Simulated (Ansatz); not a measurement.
# C₄H₈O₃: one species, many methods

One table from this session's results is given with a row withheld; the runs are named, their logs left out.

Program: Ansatz 0.2.0, Gaussian basis. Level of theory: functionals in def2-TZVPP, the program's frozen cores in correlated methods. These are calculated values, not measurements.

Plan: PBE-D4, r2SCAN-D4, PBE0-D4, B3LYP-D4, ωB97X-V, ωB97M-V, B2PLYP; CCSD(T)/def2-TZVPP; MP2/def2-QZVPP; extrapolation to the limit.

**The relaxed structure**

The geometry comes from an earlier relaxation with PBE0-D4 in a triple-zeta def2 set; it is a stationary point, not always the lowest conformer.

SMILES `CCOC(=O)OC`, 15 atoms, charge 0, spin multiplicity 1.

Atoms are counted from 1 here; the program's logs count them from 0.

Bond lengths: C1–C2 1.508 Å, C1–H8 1.093 Å, C1–H9 1.091 Å, C1–H10 1.092 Å, C2–O3 1.434 Å, C2–H11 1.091 Å, C2–H12 1.090 Å, O3–C4 1.327 Å, C4–O5 1.202 Å, C4–O6 1.330 Å, O6–C7 1.423 Å, C7–H13 1.091 Å, C7–H14 1.091 Å, C7–H15 1.088 Å. Angles: C2–C1–H8 109.7°, C2–C1–H9 110.7°, C2–C1–H10 110.8°, H8–C1–H9 108.2°, H8–C1–H10 108.3°, H9–C1–H10 109.1°, C1–C2–O3 111.5°, C1–C2–H11 111.3°, C1–C2–H12 111.4°, O3–C2–H11 108.9°, O3–C2–H12 104.2°, H11–C2–H12 109.2°, C2–O3–C4 115.6°, O3–C4–O5 126.5°, O3–C4–O6 108.0°, O5–C4–O6 125.5°, C4–O6–C7 114.5°, O6–C7–H13 110.7° and more.

Set-up of the first run:

The input, in.yaml:

```yaml
crystal:
  periodic: [false, false, false]
  atoms:
    - {symbol: C, position_ang: [-0.552555, -0.140287, -2.331312]}
    - {symbol: C, position_ang: [-1.233082, 0.566278, -1.185695]}
    - {symbol: O, position_ang: [-1.050101, -0.137972, 0.049470]}
    - {symbol: C, position_ang: [0.090489, 0.104081, 0.683880]}
    - {symbol: O, position_ang: [0.952527, 0.867431, 0.337760]}
    - {symbol: O, position_ang: [0.116389, -0.644616, 1.782440]}
    - {symbol: C, position_ang: [1.285267, -0.486791, 2.577735]}
    - {symbol: H, position_ang: [-0.768898, 0.381753, -3.266369]}
    - {symbol: H, position_ang: [0.529036, -0.151357, -2.190382]}
    - {symbol: H, position_ang: [-0.910957, -1.167547, -2.421485]}
    - {symbol: H, position_ang: [-0.859398, 1.585065, -1.070945]}
    - {symbol: H, position_ang: [-2.314673, 0.594240, -1.320808]}
    - {symbol: H, position_ang: [1.383018, 0.544445, 2.919457]}
    - {symbol: H, position_ang: [2.176911, -0.758429, 2.011116]}
    - {symbol: H, position_ang: [1.156038, -1.156293, 3.425130]}
basis:
  gaussian: {orbitals: def2-TZVPP}
hamiltonian: {xc: pbe, dispersion: d4}
output: {forces: true, orbitals: {seedname: orbitals}}
```

On the command line:

```console
> ansatz run in.yaml --threads 2 --pin off --events-out ev --progress --plain --max-ram 22528MiB --backend cuda --devices 0, --max-vram 18GiB
```

Steps of the session up to this table: PBE-D4 (GGA); r2SCAN-D4 (meta-GGA); PBE0-D4 (hybrid); B3LYP-D4 (hybrid); ωB97X-V (range-separated); ωB97M-V (range-separated); B2PLYP (double hybrid); CCSD(T) in def2-TZVPP; MP2 in def2-QZVPP.

One table of the session follows, with a row left open; its other results are not shown here.

It belongs to the step «Atomisation energies». 

| method | atoms, summed (eV) | atomisation energy (eV) |
| --- | --- | --- |
| PBE-D4 | ? | ? |
| r2SCAN-D4 | -10354.121 | 64.747 |
| PBE0-D4 | -10348.098 | 64.771 |
| B3LYP-D4 | -10360.571 | 64.367 |
| ωB97X-V | -10356.534 | 64.580 |
| ωB97M-V | -10355.836 | 64.644 |
| B2PLYP | -10352.647 | 63.806 |
| HF/def2-TZVPP | -10318.973 | 45.789 |
| MP2/def2-TZVPP | -10337.734 | 64.245 |
| CCSD/def2-TZVPP | -10341.311 | 61.658 |
| CCSD(T)/def2-TZVPP | -10341.764 | 62.756 |
| MP2/CBS | -10341.376 | 65.856 |
| CCSD(T)/CBS | -10345.407 | 64.367 |

Estimate the missing values for PBE-D4.

As computed: atoms, summed (eV): -10346.036; atomisation energy (eV): 66.419. In the column «atoms, summed (eV)» it lies between PBE0-D4 (-10348.098) and CCSD(T)/CBS (-10345.407).
